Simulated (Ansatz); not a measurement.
# SiHBr (triplet): wave-function methods side by side at distance Br1–H2 along a hydrogen transfer = 1.847 Å, cc-pVTZ

Aim: climb from Hartree-Fock through coupled cluster and multireference methods for SiHBr (triplet) at one geometry and basis, and see what each rung misses.

Program: Ansatz 0.2.0, Gaussian basis. Level of theory: cc-pVTZ, core rule «outside noble gas», up to 19 orbitals frozen. These are calculated values, not measurements.

The runs, in order: UHF; CCSD(T) on ROHF; CCSD(T) on UHF; BCCD(T) on ROHF; CCSDT(Q) on ROHF; CCSDT(Q) on UHF; CASSCF and MRCISD+Q, 4 electrons in 4 orbitals; CASSCF and NEVPT2, 4 electrons in 4 orbitals; CASSCF and MRCISD+Q, 12 electrons in 9 orbitals; CASSCF and NEVPT2, 12 electrons in 9 orbitals.

## Step 1: The system

The geometry derives from fragments relaxed apart (PBE0/def2-TZVP) and kept rigid, so it is no stationary point. A hydrogen atom is moved between rigid fragments. No spin-orbit coupling is included. The filled d shell of Br may be among the frozen orbitals whatever the setting's name suggests; the logs give the count.

3 atoms, charge 0, spin multiplicity 3.

Atoms are counted from 1 here; the program's logs count them from 0.

Bond lengths: H2–Si3 1.440 Å.

## Step 2: UHF

in.yaml

```yaml
crystal:
  periodic: [false, false, false]
  atoms:
    - {symbol: Br, position_ang: [0.000000, 0.000000, -1.711333]}
    - {symbol: H, position_ang: [0.000000, 0.000000, 0.135667]}
    - {symbol: Si, position_ang: [0.000000, 0.000000, 1.575667]}
basis:
  gaussian: {orbitals: cc-pVTZ}
magnetization: {spin_polarized: true, initial_magnetization: 2}
hamiltonian: {xc: hf}
output: {orbitals: {seedname: orbitals}}
```

The run is started by

```console
> ansatz run in.yaml --threads 1 --pin off --events-out ev --progress --plain --max-ram 4096MiB --backend cpu
```

The runs that follow: CCSD(T) on ROHF; CCSD(T) on UHF; BCCD(T) on ROHF; CCSDT(Q) on ROHF; CCSDT(Q) on UHF; CASSCF and MRCISD+Q, 4 electrons in 4 orbitals; CASSCF and NEVPT2, 4 electrons in 4 orbitals; CASSCF and MRCISD+Q, 12 electrons in 9 orbitals; CASSCF and NEVPT2, 12 electrons in 9 orbitals.

Before running them: what should the planned runs give, taken together? Wanted: UCCSDT(Q) below the RHF energy; RMP2 from UCCSDT(Q); UMP2 from UCCSDT(Q); RCCSD from UCCSDT(Q); RCCSD(T) from UCCSDT(Q); UCCSD(T) from UCCSDT(Q); RCCSDT(Q) from UCCSDT(Q); NEVPT2 pair from UCCSDT(Q); NEVPT2 valence from UCCSDT(Q).

As calculated:

```
                         quantity                      value
   UCCSDT(Q) below the RHF energy                 -8.0991 eV
              RMP2 from UCCSDT(Q)            +31.17 kcal/mol
              UMP2 from UCCSDT(Q)            +32.47 kcal/mol
             RCCSD from UCCSDT(Q)             +8.17 kcal/mol
          RCCSD(T) from UCCSDT(Q)             +1.31 kcal/mol
          UCCSD(T) from UCCSDT(Q)             +1.31 kcal/mol
         RCCSDT(Q) from UCCSDT(Q)             +0.06 kcal/mol
       NEVPT2 pair from UCCSDT(Q)            +30.03 kcal/mol
    NEVPT2 valence from UCCSDT(Q)            +40.32 kcal/mol
  MRCISD+Q valence from UCCSDT(Q)             +3.74 kcal/mol
levels within 1 kcal/mol (43 meV)  RCCSDT, UCCSDT, RCCSDT(Q)
                    T1 diagnostic                      0.027
   effectively unpaired electrons                       2.04
```

RCCSD(T) lands +1.31 kcal/mol from the yardstick (0.7 % of the correlation energy). One determinant dominates. Of the multireference levels listed MRCISD+Q valence comes nearest in total energy (+3.74 kcal/mol), which doesn't show that its space is the better one. These misses are within one basis, not against nature; the frozen cores of restricted and unrestricted runs differ, which can shift their rows.
